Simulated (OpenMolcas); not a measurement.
# SnN2H4 (SMILES [NH2][Sn][NH2]) at revTPSS/def2-SV(P) (RICD fitting, core potential, PCM benzene)

Aim: the energy difference between two shapes of SnN2H4 at revTPSS/def2-SV(P) (RICD fitting, core potential, PCM benzene), from 2 runs. 

The calculation is run with OpenMolcas 26.06.

3 further runs of the same task are left out: 3 set aside as unsound or not needed.

## 1. The molecule

The species is SnN2H4 (7 atoms), meant as a singlet with charge 0. SMILES: `[NH2][Sn][NH2]`. Geometry: a GFN2-xTB relaxation, a rough one for these elements and not checked as a minimum. This is one conformer, not always the lowest.

Bond lengths: Sn1–N2 2.042 Å, Sn1–N5 2.042 Å, N2–H3 1.009 Å, N2–H4 1.009 Å, N5–H6 1.009 Å, N5–H7 1.009 Å. Angles: N2–Sn1–N5 94.4°, Sn1–N2–H3 126.1°, Sn1–N2–H4 126.2°, Sn1–N5–H6 126.1°, Sn1–N5–H7 126.3°, H3–N2–H4 107.7°, H6–N5–H7 107.6°.

## 2. Energy and forces at revTPSS/def2-SV(P) (RICD fitting, core potential, PCM benzene)

The input, geom.xyz:

```xyz
7

Sn     0.006530     0.647270    -1.264570
N      1.498510    -0.012540    -0.035880
H      2.488560     0.042320    -0.220400
H      1.377620    -0.461000     0.860060
N     -1.497420     0.042250    -0.022460
H     -2.486630     0.156170    -0.187430
H     -1.387170    -0.414470     0.870670
```

The input, job.inp:

```
&GATEWAY
 BasLib=$CurrDir
 Coord=geom.xyz
 Basis=def2-SVP
 Group=NoSym
 RICD
 aCD
 RF-Input
 PCM-Model
 Solvent=benzene
 End of RF-Input

&SEWARD

&SCF
 KSDFT=2
 1.0 MGGA_X_REVTPSS
 1.0 MGGA_C_REVTPSS
 PrOrbitals=1 2

&ALASKA
```

The basis set def2-SV(P) is read from a file made from the Basis Set Exchange's data (not shown).

On the command line:

```
export MOLCAS_MEM=1860
pymolcas job.inp > job.log
```

Standard output:

```text
--- Start Module: gateway ---
[...]
--- Stop Module: gateway /rc=_RC_ALL_IS_WELL_ ---
[...]
      Basis functions           62
[...]
--- Start Module: scf ---
[...]
       Convergence after  14 Iterations
[...]
::    Total KS-DFT energy                            -325.8702823337
[...]
      Total spin, S                                     0.0000000000
[...]
      Total electronic charge=   40.000000
      Total            charge=   -0.000000
[...]
      Dipole Moment (debye):
      Origin of the operator (angstrom)=    0.0052    0.5090   -0.9945
                   X= -7.4713E-03               Y= -6.3744E-01               Z=  1.2523E+00           Total=  1.4052E+00
      Quadrupole Moment (debye*angstrom):
[...]
--- Stop Module: scf /rc=_RC_ALL_IS_WELL_ ---
[...]
--- Start Module: alaska ---
[...]
 *              Molecular gradients               *
 **************************************************
  Irreducible representation: a
 ------------------------------------------------------------------------------------------
                              X                       Y                       Z
 ------------------------------------------------------------------------------------------
  SN1              -4.73179470343865E-05   -3.00036755744415E-03    6.08877244781780E-03
  N2                7.84951650544574E-03   -2.23977844778211E-03    3.71187292172781E-03
  H3               -1.53745480443082E-02   -3.78798610050253E-03    8.48511974569788E-03
  H4                6.44382946063094E-03    7.78590535697576E-03   -1.55987378819882E-02
  N5               -7.14152803621726E-03   -1.79331902477919E-03    3.97555833877661E-03
  H6                1.46914548936357E-02   -4.64343931642519E-03    8.12063538131702E-03
  H7               -6.38270620711125E-03    8.09584755244108E-03   -1.55531785578509E-02
 ------------------------------------------------------------------------------------------
--- Stop Module: alaska /rc=_RC_ALL_IS_WELL_ ---
[...]
```

It took 9.6 s on 1 thread of Arm Neoverse V2, shared host; peak memory 0.1 GiB.

## 3. The distorted shape, same level

The input, geom.xyz:

```xyz
7

Sn    -0.034895     0.642055    -1.271852
N      1.523253    -0.029325    -0.070993
H      2.458921     0.044846    -0.197097
H      1.375891    -0.475305     0.850895
N     -1.506330     0.036807    -0.009837
H     -2.486516     0.144289    -0.189057
H     -1.357131    -0.383563     0.884091
```

The input, job.inp:

```
&gateway
  baslib=$CurrDir
  coord=geom.xyz
  basis=def2-SVP
  group=NoSym
  ricd
  acd
  rf-input
  PCM-Model
  Solvent=benzene
  End of RF-Input

&seward

&scf
  ksdft=2
  1.0 MGGA_X_REVTPSS
  1.0 MGGA_C_REVTPSS
  prorbitals=1 2

&alaska
```

The basis set def2-SV(P) is read from a file made from the Basis Set Exchange's data (not shown).

On the command line:

```
export MOLCAS_MEM=1860
pymolcas job.inp > job.log
```

Standard output:

```text
--- Start Module: gateway ---
[...]
--- Stop Module: gateway /rc=_RC_ALL_IS_WELL_ ---
[...]
      Basis functions           62
[...]
--- Start Module: scf ---
[...]
       Convergence after  15 Iterations
[...]
::    Total KS-DFT energy                            -325.8637960427
[...]
      Total spin, S                                     0.0000000000
[...]
      Total electronic charge=   40.000000
      Total            charge=   -0.000000
[...]
      Dipole Moment (debye):
      Origin of the operator (angstrom)=   -0.0260    0.5029   -1.0022
                   X= -2.4615E-01               Y= -5.1000E-01               Z=  1.3197E+00           Total=  1.4361E+00
      Quadrupole Moment (debye*angstrom):
[...]
--- Stop Module: scf /rc=_RC_ALL_IS_WELL_ ---
[...]
--- Start Module: alaska ---
[...]
 *              Molecular gradients               *
 **************************************************
  Irreducible representation: a
 ------------------------------------------------------------------------------------------
                              X                       Y                       Z
 ------------------------------------------------------------------------------------------
  SN1              -1.21818535745169E-02   -1.41952590994876E-03    3.91798022496026E-03
  N2                8.70400816020389E-02    1.05697441153465E-02   -2.03371701628270E-02
  H3               -8.22161031184949E-02   -1.08202020340414E-02    1.95636909725767E-02
  H4                4.27461583898250E-03   -1.17654240868559E-03    2.74070503558743E-03
  N5               -1.33836668532838E-02   -4.71522199562147E-03    1.08458262176487E-02
  H6                2.09407420864949E-02   -3.51993584328952E-03    6.09299187401791E-03
  H7               -4.32643512846795E-03    1.15030010618487E-02   -2.36622835392373E-02
 ------------------------------------------------------------------------------------------
--- Stop Module: alaska /rc=_RC_ALL_IS_WELL_ ---
[...]
```

It took 9.9 s on 1 thread of Arm Neoverse V2, shared host; peak memory 0.1 GiB.

## 4. Outcome

At revTPSS/def2-SV(P) (RICD fitting, core potential, PCM benzene):

| quantity | value |
| --- | --- |
| first shape: total energy | -325.87028 Eh |
| first shape: dipole moment | 1.41 D |
| first shape: HOMO energy | -4.99 eV |
| first shape: LUMO energy | -1.49 eV |
| first shape: HOMO–LUMO gap | 3.50 eV |
| first shape: largest force on an atom | 0.960 eV/Å |
| distorted shape: total energy | -325.86380 Eh |
| distorted shape: dipole moment | 1.44 D |
| distorted shape: HOMO energy | -4.99 eV |
| distorted shape: LUMO energy | -1.53 eV |
| distorted shape: HOMO–LUMO gap | 3.46 eV |
| distorted shape: largest force on an atom | 4.628 eV/Å |
| energy change with the atoms displaced | 0.177 eV |

What this shows: With the atoms displaced the energy rises by 0.18 eV (17.0 kJ/mol). The first shape isn't relaxed at this level, so the change isn't measured from a minimum. The largest force (first shape) is 0.96 eV/Å: the shape isn't a stationary point for this species at this level.
